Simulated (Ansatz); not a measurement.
# CH4AlFSi: the cost of one run

Program: Ansatz 0.2.0 through its Python package. Level of theory: CAM-B3LYP/def2-SVP. These are calculated values, not measurements.

### 1 The structure

Bond lengths: F1–C2 1.364 Å, C2–Al3 1.934 Å, C2–Si4 1.900 Å, Al3–Si4 2.387 Å, C2–H5 1.103 Å, Al3–H6 1.625 Å, Si4–H7 1.425 Å, Si4–H8 1.477 Å. Angles (14 of 15 angles, heavy atoms first): F1–C2–Al3 112.4°, F1–C2–Si4 108.2°, Al3–C2–Si4 77.0°, C2–Al3–Si4 50.9°, C2–Si4–Al3 52.1°, F1–C2–H5 116.7°, Al3–C2–H5 118.6°, Si4–C2–H5 117.3°, C2–Al3–H6 155.8°, Si4–Al3–H6 153.2°, C2–Si4–H7 120.3°, C2–Si4–H8 115.2°, Al3–Si4–H7 109.6°, Al3–Si4–H8 105.4°.

The script holds or builds the structure itself.

### 2 The code

File scan.py:

```python
from dataclasses import dataclass

import ansatz as az
from ase import Atoms
import numpy as np


@dataclass(frozen=True)
class RunConfig:
    basis: str = "def2-SVP"
    functional: str = "cam_b3lyp"


settings = RunConfig()


def main() -> None:
    atoms = Atoms(["F", "C", "Al", "Si", "H", "H", "H", "H"], positions=[
        [-0.3319, 1.1067, -1.6242],
        [-0.7398, 0.4108, -0.5245],
        [0.2957, 0.8455, 1.0503],
        [0.3925, -1.1019, -0.3268],
        [-1.8247, 0.2484, -0.4143],
        [0.8054, 1.78, 2.2776],
        [1.6506, -1.1516, -0.995],
        [-0.1557, -2.1949, 0.5011],
    ])
    system = az.Crystal.molecule_from_ase(atoms)

    symbols = [site.symbol for site in system.cartesian_sites]
    start = np.array([site.position_ang for site in system.cartesian_sites])
    axis = (start[4] - start[1]) / np.linalg.norm(start[4] - start[1])
    moving = [4]
    lengths, energies = [0.97, 1.014, 1.058, 1.103, 1.147, 1.191, 1.235, 1.301], []
    for length in lengths:
        xyz = start.copy()
        xyz[moving] += (length - np.linalg.norm(start[4] - start[1])) * axis
        point = az.Crystal.molecule()
        for symbol, place in zip(symbols, xyz):
            point = point.atom(symbol, place.tolist())
        calculation = (
            point.calculation()
            .basis(gaussian=settings.basis)
            .functional(settings.functional)
        )
        rep = calculation.run().report
        energies.append(rep["free_energy_ev"])
        print(f"r = {length:6.3f} A  E = {energies[-1]:.5f} eV  <S^2> = {abs(rep['mean_field']['state']['spin_squared']):.3f}")

    fit = np.polynomial.Polynomial.fit(lengths, np.array(energies) - min(energies), 4).convert()
    roots = [r.real for r in fit.deriv().roots() if abs(r.imag) < 1e-9 and fit.deriv(2)(r.real) > 0]
    r_e = min(roots, key=lambda r: abs(r - lengths[int(np.argmin(energies))]))
    print(f"minimum of the fit at {r_e:.4f} A, force constant {fit.deriv(2)(r_e):.2f} eV/A^2")


if __name__ == "__main__":
    main()
```

### 3 The input behind the calls

The package turns the script's settings into the engine's input (first run):

```yaml
crystal:
  periodic: [false, false, false]
  atoms:
    - { symbol: F, position_ang: [-0.3319, 1.1067, -1.6242] }
    - { symbol: C, position_ang: [-0.7398, 0.4108, -0.5245] }
    - { symbol: Al, position_ang: [0.2957, 0.8455, 1.0503] }
    - { symbol: Si, position_ang: [0.3925, -1.1019, -0.3268] }
    - { symbol: H, position_ang: [-1.6943075127783833, 0.26791860994081534, -0.42754477103126753] }
    - { symbol: H, position_ang: [0.8054, 1.78, 2.2776] }
    - { symbol: H, position_ang: [1.6506, -1.1516, -0.995] }
    - { symbol: H, position_ang: [-0.1557, -2.1949, 0.5011] }
basis:
  gaussian:
    orbitals: def2-SVP
hamiltonian:
  xc: cam_b3lyp
```

### 4 Launch

Launch:

```sh
$ python scan.py
```

Q: Estimate wall time and peak memory on 1 thread of Arm Neoverse V1, shared host.

About 27 s, with a peak of 0.25 GiB.
